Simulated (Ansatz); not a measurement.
EuMo:

```xyz
2
Lattice="3.5314 0.0000 0.0000 0.0000 3.5314 0.0000 0.0000 0.0000 3.5314" Properties=species:S:1:pos:R:3 pbc="T T T"
Eu    1.7657    1.7657    1.7657
Mo    0.0000    0.0000    0.0000
```

The cell was built by a generator and needn't be a form met in nature.

```yaml
Program: Ansatz 0.2.0
Task: relaxation of cell and atoms
Functional: PBEsol
Potentials_or_basis: Ansatz PAW
Cutoff: "420 eV (not typed: the program's choice for these potentials)"
k_mesh: 6 × 6 × 6
Occupations: fermi-dirac, width 0.05 eV
Spin: collinear spin, ferromagnetic start
Starting_moments: "[7.0, 1.0] μB"
```

At the start: volume 22.02 Å³/atom.

**Question.** How do energy, volume and symmetry change on relaxing?

**Answer.** It ends after 6 steps and the volume is 20.25 Å³/atom (-8.0 %); space group Pm-3m (No. 221, to 0.05 Å); moment 5.90 μB per cell.

The path:
```tsv
step	energy change (eV)	largest force (eV/Å)	volume (Å³)
1	0.0000	0.0000	44.04
2	-0.0490	0.0000	38.79
3	-0.0686	0.0000	40.85
4	-0.0695	0.0000	40.53
5	-0.0695	0.0000	40.50
6	-0.0685	0.0000	40.50
```

Final structure:
```
CELL_PARAMETERS angstrom
3.43424 0.00000 0.00000
0.00000 3.43424 0.00000
0.00000 0.00000 3.43424
ATOMIC_POSITIONS crystal
Eu 0.50000 0.50000 0.50000
Mo 0.00000 0.00000 0.00000
```

Caveat: the plane-wave basis is chosen anew once the cell has moved, so the energies of steps on either side of that aren't comparable; without U or exact exchange the open f shell lies at the Fermi level, which spoils levels, moments and volumes; the PAW data sets come from PBE, with cores solved anew for the run's functional, which leaves a small shift of forces and pressure; the starting moments weren't kept.
